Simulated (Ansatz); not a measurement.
# Trimethylsilanol (C₃H₁₀OSi): vertical ionisation energy

The task here is to estimate one member of a computed series from the others.

Computed with Ansatz 0.2.0, Gaussian basis. Level: unrestricted cation, the program's frozen cores in correlated methods.

Levels to be run: UKS PBE-D4/def2-TZVPP; UKS r2SCAN-D4/def2-TZVPP; UKS PBE0-D4/def2-TZVPP; UKS B3LYP-D4/def2-TZVPP; UKS wB97X-V/def2-TZVPP; UKS wB97M-V/def2-TZVPP; UKS B2PLYP/def2-TZVPP; UHF-CCSD(T)/def2-TZVPP; UHF-MP2/def2-QZVPP; extrapolation to the limit; then −ε(HOMO) from the neutral's earlier runs with LDA (SPW92), PBE-D4, revPBE-D4, BLYP-D4, r2SCAN-D4, B97M-V, PBE0-D4, B3LYP-D4, r2SCANh-D4, r2SCAN0-D4, HSE06-D4, BHLYP-D4, CAM-B3LYP-D4, LC-ωPBE, ωB97X-V, ωB97M-V.

## Structure used throughout

All runs share one geometry, relaxed beforehand with PBE0-D4 in a triple-zeta def2 set.

SMILES `C[Si](C)(C)O`, 15 atoms, charge 0, spin multiplicity 1.

Atoms are counted from 1 here; the program's logs count them from 0.

Bond lengths: C1–Si2 1.870 Å, C1–H6 1.094 Å, C1–H7 1.094 Å, C1–H8 1.093 Å, Si2–C3 1.870 Å, Si2–C4 1.861 Å, Si2–O5 1.660 Å, C3–H9 1.094 Å, C3–H10 1.093 Å, C3–H11 1.094 Å, C4–H12 1.093 Å, C4–H13 1.093 Å, C4–H14 1.093 Å, O5–H15 0.957 Å. Angles: Si2–C1–H6 111.5°, Si2–C1–H7 111.0°, Si2–C1–H8 111.0°, H6–C1–H7 107.4°, H6–C1–H8 107.9°, H7–C1–H8 107.9°, C1–Si2–C3 109.3°, C1–Si2–C4 111.0°, C1–Si2–O5 110.3°, C3–Si2–C4 111.0°, C3–Si2–O5 110.3°, C4–Si2–O5 104.8°, Si2–C3–H9 111.5°, Si2–C3–H10 111.0°, Si2–C3–H11 111.0°, H9–C3–H10 107.9°, H9–C3–H11 107.4°, H10–C3–H11 107.9° and more.

As a file:

| atom | x (Å) | y (Å) | z (Å) |
| --- | --- | --- | --- |
| C1 | -1.7599 | 0.1912 | 0.0715 |
| Si2 | 0.0899 | 0.2010 | -0.2047 |
| C3 | 0.9599 | 0.3703 | 1.4423 |
| C4 | 0.6393 | -1.3395 | -1.0932 |
| O5 | 0.5162 | 1.4481 | -1.2134 |
| H6 | -2.0959 | 1.1060 | 0.5683 |
| H7 | -2.0575 | -0.6517 | 0.7020 |
| H8 | -2.2967 | 0.1079 | -0.8769 |
| H9 | 0.6645 | 1.2881 | 1.9593 |
| H10 | 2.0448 | 0.3935 | 1.3113 |
| H11 | 0.7183 | -0.4687 | 2.1013 |
| H12 | 0.4051 | -2.2344 | -0.5106 |
| H13 | 1.7177 | -1.3227 | -1.2689 |
| H14 | 0.1422 | -1.4270 | -2.0624 |
| H15 | 0.3122 | 2.3381 | -0.9259 |

The first run:

in.yaml reads:

```yaml
crystal:
  periodic: [false, false, false]
  atoms:
    - {symbol: C, position_ang: [-1.759877, 0.191157, 0.071547]}
    - {symbol: Si, position_ang: [0.089934, 0.200958, -0.204703]}
    - {symbol: C, position_ang: [0.959904, 0.370301, 1.442324]}
    - {symbol: C, position_ang: [0.639298, -1.339504, -1.093221]}
    - {symbol: O, position_ang: [0.516210, 1.448059, -1.213449]}
    - {symbol: H, position_ang: [-2.095926, 1.106041, 0.568336]}
    - {symbol: H, position_ang: [-2.057499, -0.651740, 0.701974]}
    - {symbol: H, position_ang: [-2.296746, 0.107885, -0.876869]}
    - {symbol: H, position_ang: [0.664525, 1.288053, 1.959263]}
    - {symbol: H, position_ang: [2.044777, 0.393480, 1.311289]}
    - {symbol: H, position_ang: [0.718266, -0.468673, 2.101282]}
    - {symbol: H, position_ang: [0.405104, -2.234431, -0.510605]}
    - {symbol: H, position_ang: [1.717688, -1.322699, -1.268860]}
    - {symbol: H, position_ang: [0.142189, -1.426988, -2.062387]}
    - {symbol: H, position_ang: [0.312155, 2.338100, -0.925931]}
basis:
  gaussian: {orbitals: def2-TZVPP}
total_charge: 1
magnetization: {spin_polarized: true, initial_magnetization: 1}
hamiltonian: {xc: pbe, dispersion: d4}
```

Command:

```sh
$ ansatz run in.yaml --threads 2 --pin off --events-out ev --progress --plain --max-ram 32768MiB --backend cpu
```

Steps of the session up to this table: Cation, UKS PBE-D4/def2-TZVPP; Cation, UKS r2SCAN-D4/def2-TZVPP; Cation, UKS PBE0-D4/def2-TZVPP; Cation, UKS B3LYP-D4/def2-TZVPP; Cation, UKS wB97X-V/def2-TZVPP; Cation, UKS wB97M-V/def2-TZVPP; Cation, UKS B2PLYP (frozen core)/def2-TZVPP; Cation, UHF-CCSD(T)/def2-TZVPP; Cation, UHF-MP2/def2-QZVPP.

One table of the session follows, with a row left open; its other results are not shown here.

Orbital estimates, from the neutral's runs:

| functional | −ε(HOMO) (eV) |
| --- | --- |
| LDA (SPW92) | 6.67 |
| PBE-D4 | 6.54 |
| revPBE-D4 | 6.48 |
| BLYP-D4 | 6.46 |
| r2SCAN-D4 | 6.86 |
| B97M-V | 6.95 |
| PBE0-D4 | 7.97 |
| B3LYP-D4 | 7.77 |
| r2SCANh-D4 | 7.39 |
| r2SCAN0-D4 | 8.19 |
| HSE06-D4 | 7.57 |
| BHLYP-D4 | ? |
| CAM-B3LYP-D4 | 9.41 |
| LC-ωPBE | 10.74 |
| ωB97X-V | 10.40 |
| ωB97M-V | 10.28 |

**Question.** Estimate the row for BHLYP-D4.

Worked estimate for «−ε(HOMO) (eV)». Against the share of exact exchange, BLYP-D4 (0, 6.46), B3LYP-D4 (0.2, 7.77) give a slope of 6.55 per unit share; at 0.5 the line stands at 9.73.

**Answer.** −ε(HOMO) (eV): 9.34. In «−ε(HOMO) (eV)» the line misses by +0.39.

To keep in mind: The cation may have settled in a state other than its lowest; no search over hole states beyond the program's own was made.
